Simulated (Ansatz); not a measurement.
# C3H6Si: one species, many methods

The task here is to estimate one member of a computed series from the others.

Program: Ansatz 0.2.0, Gaussian basis. Level of theory: functionals in def2-TZVPP, the program's frozen cores in correlated methods. These are calculated values, not measurements.

The runs, in order: LDA (SPW92), PBE-D4, revPBE-D4, BLYP-D4, r2SCAN-D4, B97M-V, PBE0-D4, B3LYP-D4, r2SCANh-D4, r2SCAN0-D4, HSE06-D4, BHLYP-D4, CAM-B3LYP-D4, LC-ωPBE, ωB97X-V, ωB97M-V, B2PLYP, PBE-QIDH; CCSD(T)/def2-SVP; CCSD(T)/def2-TZVPP; MP2/def2-QZVPP; extrapolation to the limit; RPA on PBE.

### The relaxed structure

All runs share one geometry, relaxed beforehand with PBE0-D4 in a triple-zeta def2 set.

SMILES `C=C=C[SiH3]`, 10 atoms, charge 0, spin multiplicity 1.

Atoms are counted from 1 here; the program's logs count them from 0.

Bond lengths: C1–C2 1.300 Å, C1–H5 1.085 Å, C1–H6 1.085 Å, C2–C3 1.301 Å, C3–Si4 1.861 Å, C3–H7 1.089 Å, Si4–H8 1.488 Å, Si4–H9 1.488 Å, Si4–H10 1.483 Å. Angles: C2–C1–H5 121.0°, C2–C1–H6 121.0°, H5–C1–H6 117.9°, C1–C2–C3 178.2°, C2–C3–Si4 121.4°, C2–C3–H7 118.6°, Si4–C3–H7 119.9°, C3–Si4–H8 110.3°, C3–Si4–H9 110.3°, C3–Si4–H10 109.1°, H8–Si4–H9 107.7°, H8–Si4–H10 109.7°, H9–Si4–H10 109.7°.

The first run:

The input, in.yaml:

```yaml
crystal:
  periodic: [false, false, false]
  atoms:
    - {symbol: C, position_ang: [-1.305759, 1.563980, -0.794628]}
    - {symbol: C, position_ang: [-0.441531, 0.594280, -0.737991]}
    - {symbol: C, position_ang: [0.419115, -0.376727, -0.640872]}
    - {symbol: Si, position_ang: [0.876591, -1.106097, 1.008819]}
    - {symbol: H, position_ang: [-0.988565, 2.599745, -0.740505]}
    - {symbol: H, position_ang: [-2.365871, 1.362684, -0.904280]}
    - {symbol: H, position_ang: [0.874883, -0.763458, -1.551357]}
    - {symbol: H, position_ang: [2.335282, -0.949538, 1.256559]}
    - {symbol: H, position_ang: [0.567874, -2.561329, 1.032185]}
    - {symbol: H, position_ang: [0.111082, -0.414740, 2.074871]}
basis:
  gaussian: {orbitals: def2-TZVPP}
hamiltonian: {xc: lda}
output: {orbitals: {seedname: orbitals}}
```

The run is started by

```
> ansatz run in.yaml --threads 2 --pin off --events-out ev --progress --plain --max-ram 4352MiB
```

Among the steps run: LDA; PBE-D4 (GGA); revPBE-D4 (GGA); BLYP-D4 (GGA); r2SCAN-D4 (meta-GGA); B97M-V (meta-GGA); B3LYP-D4 (hybrid); r2SCANh-D4 (hybrid); r2SCAN0-D4 (hybrid); HSE06-D4 (hybrid); BHLYP-D4 (hybrid); CAM-B3LYP-D4 (range-separated); LC-ωPBE (range-separated); ωB97X-V (range-separated); ωB97M-V (range-separated); B2PLYP (double hybrid); PBE-QIDH (double hybrid).

One of the session's tables, all rows but one given; the rest of the session is left out.

It belongs to the step «Orbital energies across the functionals». 

| functional | HOMO (eV) | gap (eV) |
| --- | --- | --- |
| LDA (SPW92) | -6.56 | 5.20 |
| PBE-D4 | -6.40 | 5.22 |
| revPBE-D4 | ? | ? |
| BLYP-D4 | -6.25 | 5.21 |
| r2SCAN-D4 | -6.61 | 5.64 |
| B97M-V | -6.66 | 5.70 |
| PBE0-D4 | -7.55 | 7.34 |
| B3LYP-D4 | -7.33 | 6.91 |
| r2SCANh-D4 | -7.04 | 6.43 |
| r2SCAN0-D4 | -7.69 | 7.61 |
| HSE06-D4 | -7.15 | 6.56 |
| BHLYP-D4 | -8.55 | 9.46 |
| CAM-B3LYP-D4 | -8.87 | 9.83 |
| LC-ωPBE | -10.25 | 12.34 |
| ωB97X-V | -9.86 | 11.88 |
| ωB97M-V | -9.75 | 11.62 |

**Question.** Estimate the row for revPBE-D4.

As computed: HOMO (eV): -6.35; gap (eV): 5.23. In the column «HOMO (eV)» it lies between PBE-D4 (-6.40) and BLYP-D4 (-6.25).
